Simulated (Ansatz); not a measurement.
Which YAML input does this script hand to the engine? (the Ansatz DFT code, driven from Python)

The script, `brclmg_cas.py`:
```python
'''Static correlation in BrClMg: natural occupations of an active space.'''

import warnings

import ansatz as az

SETTINGS = {
    'basis': 'def2-SVP',
}


def main() -> None:
    warnings.simplefilter('ignore', az.DeckWarning)

    geometry_ang = [
        ('Cl', [0.9454, 2.0839, 0.7351]),
        ('Mg', [0.0091, 0.0391, 0.0121]),
        ('Br', [-0.9654, -2.1879, -0.7604]),
    ]
    brclmg = az.Crystal.molecule()
    for symbol, xyz in geometry_ang:
        brclmg = brclmg.atom(symbol, xyz)

    calc = (
        brclmg.calculation()
        .basis(gaussian=SETTINGS['basis'])
        .correlation(active_electrons=2, active_orbitals=2)
    )
    for method in [None]:
        report = (calc if method is None else calc.correlation(method)).run().report
        space = report['configurations']
        state = space['states'][0]
        print(method or 'casscf', f'total {report["free_energy_ev"] / 27.211386246:.6f} Ha, active-space state {state["energy"]["hartree"]:.6f} Ha, mean field {report["reference_energy_ev"] / 27.211386246:.6f} Ha')
        print('  determinants', state['n_determinants'], ' natural occupations', [round(n, 3) for n in space['natural_occupations']])
    print('effectively unpaired electrons, sum of min(n, 2 - n):', round(sum(min(n, 2 - n) for n in space['natural_occupations']), 3))


if __name__ == '__main__':
    main()
```

```console
$ python brclmg_cas.py
casscf total -3231.160354 Ha, active-space state -3231.160354 Ha, mean field -3231.152108 Ha
  determinants 4  natural occupations [1.989, 0.011]
effectively unpaired electrons, sum of min(n, 2 - n): 0.021
```

`input.yaml`:
```yaml
crystal:
  periodic: [false, false, false]
  atoms:
    - { symbol: Cl, position_ang: [0.9454, 2.0839, 0.7351] }
    - { symbol: Mg, position_ang: [0.0091, 0.0391, 0.0121] }
    - { symbol: Br, position_ang: [-0.9654, -2.1879, -0.7604] }
basis:
  gaussian:
    orbitals: def2-SVP
correlation:
  active_space:
    window:
      electrons: 2
      orbitals: 2
```

Total energies depend on the basis set; only differences at equal settings carry meaning. The geometry is a force-field or estimated start, not a minimum of this method, and the basis set is short of its limit. The active space starts as a window about the frontier orbitals and is then optimised, not chosen by chemistry. Run time: 8.1 s on 1 thread of AMD EPYC 9B14 (Zen 4), on a shared host, peak memory 0.23 GiB.
